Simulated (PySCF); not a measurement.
# C3H5ClSeSi: the cost of one run

Programs: PySCF 2.14.0, with density-fitted response routines of our own. Each step states its level of theory. These are calculated values for one molecule in the gas phase, unless marked as measured. Atoms count from 0, in the outputs and in this text.

## (1) Starting geometry

11 atoms, charge 0, multiplicity 1; geometry from: GFN2-xTB. The atoms were then displaced at random by about 0.01 Å, so the start is not that level's minimum.

Bonds of the start (Å): Cl0–Si1 2.00, Si1–Se2 2.28, Se2–C3 1.96, C3–C4 1.48, C4–C5 1.30, C5–C3 1.52, Si1–H6 1.46, Si1–H7 1.46, C3–H8 1.06, C4–H9 1.07, C5–H10 1.07.

## (2) Geometry optimisation at PBE0-D3(BJ)/def2-SVP

What the job is given:

```
{"job": {"xc": "PBE0", "basis": "def2-SVP", "d3": "d3bj", "grid": 1, "shake": 0.01, "kind": "geom"}, "charge": 0, "multiplicity": 1}
Cl     2.193670     1.244950     0.804660
Si     2.092930    -0.651230     0.185680
Se     0.083840    -1.605410     0.704920
C     -1.058430    -0.155760     0.045850
C     -1.263150     1.094910     0.810230
C     -2.267720     0.277330     0.850770
H      2.293850    -0.641650    -1.258900
H      3.124530    -1.417020     0.882360
H     -1.123690    -0.171800    -1.016240
H     -0.796170     2.007340     1.121970
H     -3.241540    -0.007500     1.196880
```

The run is started by

```console
OMP_NUM_THREADS=1 python probes_run.py task.json out
```

One launch serves the whole session: the jobs run in the order shown.

**Question.** How long does this first job take on 1 thread of Arm Neoverse V1, shared host, and how much memory does it need?

About 94 s, with a peak of 0.53 GiB.
